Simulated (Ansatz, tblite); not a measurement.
# [closo-2-(SiH3)B5H4]2- (SiB5H7 (-2)): a ladder of methods and basis sets

Aim: run the singlet of [closo-2-(SiH3)B5H4]2- (SiB5H7 (-2)) at one geometry on many levels, and compare frontier levels, spin and run time.

Computed with Ansatz 0.2.0, Gaussian basis. Level: as each input shows.

Plan: GFN2-xTB, PBE-D4/def2-TZVPD, r2SCAN-D4/def2-TZVPD, revPBE-D4/def2-TZVPD, PBE-QIDH/def2-TZVPD, ωB97X-V/def2-TZVPD, HF/STO-3G, CCSD(T)/def2-SVPD, MP2/def2-TZVPD.

2 further runs of the same task are left out: 2 set aside as unsound or not needed. Runs told in other sessions of the task aren't counted.

## Step 1: The relaxed structure

The geometry is that of the singlet, from an earlier relaxation (PBE-D4/def2-SVPD).

13 atoms, charge -2, spin multiplicity 1.

Bond lengths: B1–B2 1.806 Å, B1–B3 1.688 Å, B1–B4 1.688 Å, B1–B5 1.809 Å, B1–Si6 1.967 Å, B2–B3 1.692 Å, B2–B4 1.693 Å, B2–B5 1.818 Å, B2–H10 1.234 Å, B3–B5 1.691 Å, B3–H11 1.224 Å, B4–B5 1.692 Å, B4–H12 1.223 Å, B5–H13 1.234 Å, Si6–H7 1.543 Å, Si6–H8 1.545 Å, Si6–H9 1.553 Å. Angles: B2–B1–B3 57.8°, B2–B1–B4 57.8°, B2–B1–B5 60.4°, B2–B1–Si6 150.2°, B3–B1–B4 103.8°, B3–B1–B5 57.7°, B3–B1–Si6 125.5°, B4–B1–B5 57.8°, B4–B1–Si6 130.6°, B5–B1–Si6 149.2°, B1–B2–B3 57.6°, B1–B2–B4 57.6°, B1–B2–B5 59.9°, B1–B2–H10 149.0°, B3–B2–B4 103.4°, B3–B2–B5 57.5°, B3–B2–H10 128.7°, B4–B2–B5 57.5° and more.

The ion is computed in the gas phase, without counter-ions or solvent.

PBE0-D4/def2-TZVPD was run before; its log isn't repeated, and its numbers join the tables.

## Step 2: GFN2-xTB

Tight binding, by tblite at 300 K electronic temperature and without a spin-polarisation term:

```python
tblite.interface.Calculator('GFN2-xTB', numbers, positions, charge=-2, uhf=0).singlepoint()
```

Energy -313.4473 eV, HOMO 2.98 eV, LUMO 4.80 eV; 0.007 s.

## Step 3: PBE-D4/def2-TZVPD

start.molden holds the orbitals of an earlier run on this state, given as this run's starting guess.

in.yaml

```yaml
crystal:
  periodic: [false, false, false]
  atoms:
    - {symbol: B, position_ang: [-0.002196, 0.042538, 0.113681]}
    - {symbol: B, position_ang: [0.530087, -1.401773, -0.830712]}
    - {symbol: B, position_ang: [0.677613, 0.175001, -1.425192]}
    - {symbol: B, position_ang: [-0.929833, -1.364519, 0.025015]}
    - {symbol: B, position_ang: [-0.901718, -0.427572, -1.383325]}
    - {symbol: Si, position_ang: [0.266537, 1.307807, 1.595228]}
    - {symbol: H, position_ang: [-0.271793, 2.737911, 1.381710]}
    - {symbol: H, position_ang: [1.721050, 1.616803, 2.013282]}
    - {symbol: H, position_ang: [-0.323539, 1.042832, 3.006952]}
    - {symbol: H, position_ang: [1.306701, -2.351404, -0.962579]}
    - {symbol: H, position_ang: [1.420930, 0.896012, -2.077415]}
    - {symbol: H, position_ang: [-1.666099, -2.057414, 0.713968]}
    - {symbol: H, position_ang: [-1.827741, -0.216222, -2.170613]}
basis:
  gaussian: {orbitals: def2-TZVPD, initial_orbitals: start.molden}
total_charge: -2
hamiltonian: {xc: pbe, dispersion: d4}
scf: {omitted_lower_state_checks: [starts]}
output: {forces: true, orbitals: {seedname: orbitals}}
```

On the command line:

```
> ansatz run in.yaml --threads 4 --pin off --events-out ev --progress --plain --max-ram 4787MiB
```

Further steps of the session: r2SCAN-D4/def2-TZVPD; revPBE-D4/def2-TZVPD; PBE-QIDH/def2-TZVPD; ωB97X-V/def2-TZVPD; HF/STO-3G; CCSD(T)/def2-SVPD; MP2/def2-TZVPD.

**Question.** What will the summary of the whole plan be? Wanted: gap in def2-TZVPD, named functionals, smallest and largest; correlation energy, CCSD(T)/def2-SVPD; correlation energy, MP2/def2-TZVPD.

As calculated:

```
                                                  quantity                                   value
gap in def2-TZVPD, named functionals, smallest and largest  1.22 eV (revPBE-D4), 5.59 eV (ωB97X-V)
                     correlation energy, CCSD(T)/def2-SVPD                               -19.85 eV
                        correlation energy, MP2/def2-TZVPD                               -19.79 eV
```

Over the named functionals in def2-TZVPD the gap runs from 1.22 eV (revPBE-D4) to 5.59 eV (ωB97X-V); exact exchange widens it. All 5 functionals in this basis put the HOMO above zero: at these levels the basis alone holds the outermost electron.
